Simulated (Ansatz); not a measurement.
## YBRh3, space group Pm-3m: a convergence test of the plane-wave cutoff, step by step

Computed with Ansatz 0.2.0, Python API.

Contents of `ybrh3.xyz`:
```text
5
Lattice="4.1641 0.0 0.0 0.0 4.1641 0.0 0.0 0.0 4.1641" Properties=species:S:1:pos:R:3 pbc="T T T"
Y     0.00000000    0.00000000    0.00000000
B     2.08205000    2.08205000    2.08205000
Rh    0.00000000    2.08205000    2.08205000
Rh    2.08205000    0.00000000    2.08205000
Rh    2.08205000    2.08205000    0.00000000
```

Run as a notebook:

**Cell 1**
```python
import csv
import warnings

import ansatz
```

**Cell 2**
```python
warnings.simplefilter('ignore', ansatz.DeckWarning)
```

**Cell 3**
```python
system = ansatz.Crystal.from_extxyz('ybrh3.xyz')
```

**Cell 4**
```python
[site.symbol for site in system.resolved().sites]
```
Output:
```text
['Y', 'B', 'Rh', 'Rh', 'Rh']
```

**Cell 5**
```python
job = (
    system.calculation()
    .functional('r2scan')
    .occupations('Fermi-Dirac')
    .kpoints(6, 6, 6, center='gamma')
    .forces()
    .stress()
)

rows = []
for value in [250, 350, 450, 550, 650, 750]:
    summary = job.basis(value).run(threads=1).report
    rows.append((value, summary['free_energy_ev'] / len(summary['lattice']['sites']), summary['n_iterations'], sum(summary['stress_gpa'][i][i] for i in range(3)) / 3, max(abs(f) for row in summary['forces_ev_ang'] for f in row), summary['n_pw']))
```

**Cell 6**
```python
with open('ecut.csv', 'w', newline='') as handle:
    writer = csv.writer(handle)
    writer.writerow(['cutoff (eV)', 'F/atom (eV)', 'iterations', 'P (GPa)', 'max component (eV/A)', 'plane waves'])
    writer.writerows([round(v, 5) if isinstance(v, float) else v for v in row] for row in rows)
```

**Cell 7**
```python
for row in rows[:-1]:
    shift = 1000 * (row[1] - rows[-1][1])
    print(f'{row[0]}: {shift:+.2f} meV/atom' + ('  (within 5 meV)' if abs(shift) < 5 else ''))
```
Output:
```text
250: +954.19 meV/atom
350: +17.00 meV/atom
450: +2.25 meV/atom  (within 5 meV)
550: +0.84 meV/atom  (within 5 meV)
650: +0.35 meV/atom  (within 5 meV)
```

`ecut.csv`, as written:
```csv
cutoff (eV),F/atom (eV),iterations,P (GPa),max component (eV/A),plane waves
250,-4652.30746,8,-0.30593,0.0,619
350,-4653.24465,7,1.95151,0.0,1045
450,-4653.2594,7,1.80332,0.0,1551
550,-4653.26081,7,1.78703,0.0,2103
650,-4653.2613,7,1.78415,0.0,2721
750,-4653.26165,7,1.78256,0.0,3407
```

From 450 eV on it stays within 5 meV an atom of the value at 750 eV; the first row (250 eV) is off by 954.2 meV and the last but one by 0.35 meV. The energy falls steadily, as expected when plane waves are added. The pressure moves from -0.31 to 1.78 GPa (the program's stress holds a Pulay correction, so it settles early). The last run costs about 4.1 times the first.

The run is spin-unpolarised. For a metal this k-point mesh is coarse: on a finer one energies can move by several to tens of meV an atom and pressures by half a GPa or more, differences at one mesh by less. Forces vanish by symmetry here and test nothing. Pressure is positive in compression. The starting cell is as deposited in a crystallographic database; the results hold for this polymorph, which needn't be the stable one. Shifts are counted from the last row, which is itself no proven limit. The script silences the warnings on its input, which a real study should read. It ran for 44 s on 1 thread of Arm Neoverse V2 (shared host), peak memory 0.77 GiB.
